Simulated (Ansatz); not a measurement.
Predict the output of the script below (the Ansatz DFT code, driven from Python).

Script `bend_h5ns2si.py`:
```python
"""Bending curve of H5NS2Si."""

import ansatz as az
from ase import Atoms


def main() -> None:
    atoms = Atoms(["N", "Si", "S", "S", "H", "H", "H", "H", "H"], positions=[
        (-0.4672, 0.6019, -0.9616),
        (0.5361, -0.6305, -0.5932),
        (-0.1818, -1.549, 1.1928),
        (-0.1793, 0.0979, 2.4391),
        (-0.1948, 1.0783, -1.8503),
        (-0.4282, 1.3704, -0.2507),
        (1.8977, -0.0133, -0.401),
        (0.5727, -1.5567, -1.7328),
        (-1.4666, 0.5547, 2.1405),
    ])

    # start the scan from a relaxed geometry
    first = (
        az.Crystal.molecule_from_ase(atoms).calculation()
        .basis(gaussian="6-31G*")  # atom-centred Gaussian functions
        .functional("b3lyp")
        .relax(force_tolerance=0.02, max_steps=80)  # relax until the tolerances are met
    )
    atoms.positions = first.run(threads=1).report["positions_ang"]

    rows = []
    for angle in [90, 100, 110, 120, 135, 150, 165, 179]:
        bent = atoms.copy()
        bent.set_angle(1, 2, 3, angle, indices=[3, 8])
        job = (
            az.Crystal.molecule_from_ase(bent).calculation()
            .basis(gaussian="6-31G*")  # atom-centred Gaussian functions
            .functional("b3lyp")
        )
        rows.append((angle, job.run(threads=1).report["free_energy_ev"]))
    floor = min(e for _, e in rows)
    for angle, e in rows:
        print(f"angle Si1-S2-S3 = {angle:3d} deg   {1000 * (e - floor):9.1f} meV")


if __name__ == "__main__":
    main()
```

```console
$ python bend_h5ns2si.py
angle Si1-S2-S3 =  90 deg        76.8 meV
angle Si1-S2-S3 = 100 deg         0.0 meV
angle Si1-S2-S3 = 110 deg        48.0 meV
angle Si1-S2-S3 = 120 deg       199.3 meV
angle Si1-S2-S3 = 135 deg       585.9 meV
angle Si1-S2-S3 = 150 deg      1103.0 meV
angle Si1-S2-S3 = 165 deg      1627.7 meV
angle Si1-S2-S3 = 179 deg      1912.9 meV
```

Reading the output:
- The scan is rigid, and the energies are electronic, in a modest basis. The zero is the lowest point of the grid, which needn't be the minimum.
- b3lyp holds the VWN-RPA fit, as in Gaussian; the form of ORCA and Turbomole is b3lyp5.
- Finished in 110 s on 1 thread of Arm Neoverse V1, with other jobs on the host, peak memory 0.24 GiB.

(A comment or docstring line of the script was reworded after the run, the code is as it ran.)
